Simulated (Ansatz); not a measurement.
# Cl4GeH4OSi: the cost of one run

Method: RHF/def2-SVP, in Ansatz 0.2.0.

## 1. The system as given

Bond lengths: Ge1–Cl2 2.570 Å, Ge1–Cl3 2.220 Å, Ge1–Cl4 2.218 Å, Ge1–Cl5 2.218 Å, Ge1–O6 2.070 Å, Cl5–Si7 2.447 Å, O6–Si7 1.680 Å, Si7–H8 1.460 Å, Si7–H9 1.460 Å, Si7–H10 1.460 Å, Cl2–H11 1.592 Å. Angles (14 of 23 angles, heavy atoms first): Cl2–Ge1–Cl3 109.5°, Cl2–Ge1–Cl4 109.5°, Cl2–Ge1–Cl5 109.5°, Cl2–Ge1–O6 71.6°, Cl3–Ge1–Cl4 109.5°, Cl3–Ge1–Cl5 109.5°, Cl3–Ge1–O6 178.9°, Cl4–Ge1–Cl5 109.5°, Cl4–Ge1–O6 70.0°, Cl5–Ge1–O6 70.0°, Ge1–Cl5–Si7 91.0°, Ge1–O6–Si7 125.0°, Cl5–Si7–O6 70.5°, Ge1–Cl2–H11 62.0°.

As a file:

```xyz
11

Ge    0.0000    0.0000    0.0000
Cl    0.0000    0.0000    2.5700
Cl    2.0935    0.0000   -0.7393
Cl   -1.0456    1.8115   -0.7393
Cl   -1.0456   -1.8115   -0.7393
O    -1.9644    0.0000    0.6527
Si   -3.2043   -0.9102   -0.0230
H    -2.7034   -2.2382   -0.3652
H    -4.2964   -1.0354    0.9379
H    -3.6923   -0.2490   -1.2298
H    -1.4056    0.0000    1.8227
```

## 2. A restrained relaxation towards end A

Springs on the bonds that form and break draw the guess towards this end; the thresholds are loose.

The input, input.yaml:

```yaml
crystal:
  periodic: [false, false, false]
  atoms:
    - { symbol: Ge, position_ang: [0.0, 0.0, 0.0] }
    - { symbol: Cl, position_ang: [0.0, 0.0, 2.57] }
    - { symbol: Cl, position_ang: [2.0935, 0.0, -0.7393] }
    - { symbol: Cl, position_ang: [-1.0456, 1.8115, -0.7393] }
    - { symbol: Cl, position_ang: [-1.0456, -1.8115, -0.7393] }
    - { symbol: O, position_ang: [-1.9644, 0.0, 0.6527] }
    - { symbol: Si, position_ang: [-3.2043, -0.9102, -0.023] }
    - { symbol: H, position_ang: [-2.7034, -2.2382, -0.3652] }
    - { symbol: H, position_ang: [-4.2964, -1.0354, 0.9379] }
    - { symbol: H, position_ang: [-3.6923, -0.249, -1.2298] }
    - { symbol: H, position_ang: [-1.4056, 0.0, 1.8227] }
basis:
  gaussian: { orbitals: def2-SVP }
hamiltonian:
  xc: hf
relax:
  f_tol: 0.15
  max_steps: 25
  restrain:
    - { distance: [0, 5], at: 2.97, k: 30.0 }
    - { distance: [10, 1], at: 2.57, k: 30.0 }
    - { distance: [0, 1], at: 2.22, k: 30.0 }
    - { distance: [10, 5], at: 1.01, k: 30.0 }
```

Command:

```bash
> ansatz run input.yaml --threads 4 --pin off --max-ram 5120MiB --backend cpu --events-out ev --progress --plain --runs-dir out
```

**Question.** How long does this run take on 4 threads of Arm Neoverse V2, shared host, and how much memory does it need?

About 26 s, with a peak of 0.41 GiB.
